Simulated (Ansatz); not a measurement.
Here is an Ansatz 0.2.0 calculation.

input.yaml

```yaml
crystal:
  lattice:
    - [1.92841895, 1.1133732, 5.83033676]
    - [-1.92841895, 1.1133732, 5.83033676]
    - [0.0, -2.22674639, 5.83033676]
  atoms:
    - { symbol: Tc, position: [0.0, 0.0, 0.0] }
    - { symbol: Se, position: [0.252, 0.252, 0.252] }
    - { symbol: Se, position: [0.748, 0.748, 0.748] }
hamiltonian:
  xc: r2scan
  pseudopotentials: { kind: paw }
  hubbard: { sites: [{ species: Tc, l: d, u_eff: 7.0 }] }
magnetization:
  spin_polarized: true
kpoints:
  mp_grid: { grid: [6, 6, 6] }
scf:
  occupations: { method: gaussian, width: 0.05 }
output:
  forces: true
  stress: true
  eigenvalues: true
```

Potentials or basis: Ansatz PAW earlier set.

The run is started by

```console
$ ansatz run input.yaml --threads 2 --pin off --max-ram 5632MiB --backend cpu --events-out ev --progress --plain --runs-dir out
```

Task: Predict the site moments.

Result: Tc +3.32; Se -0.33 μB.

Task: What does it give for the band gap on the k mesh?

Result: None (metal or under the smearing width).

Task: Estimate the largest force.

Result: 0.346 eV/Å.

Forces on the atoms (eV/Å):
```
Tc   0.000  0.000  0.000
Se   0.000  0.000 -0.346
Se   0.000  0.000  0.346
```

Caveat: the magnetic or orbital state may not be the lowest; the PAW data sets come from PBE, with cores solved anew for the run's functional, which leaves a small shift of forces and pressure. The state reached can hang on the start; a lower one may exist.
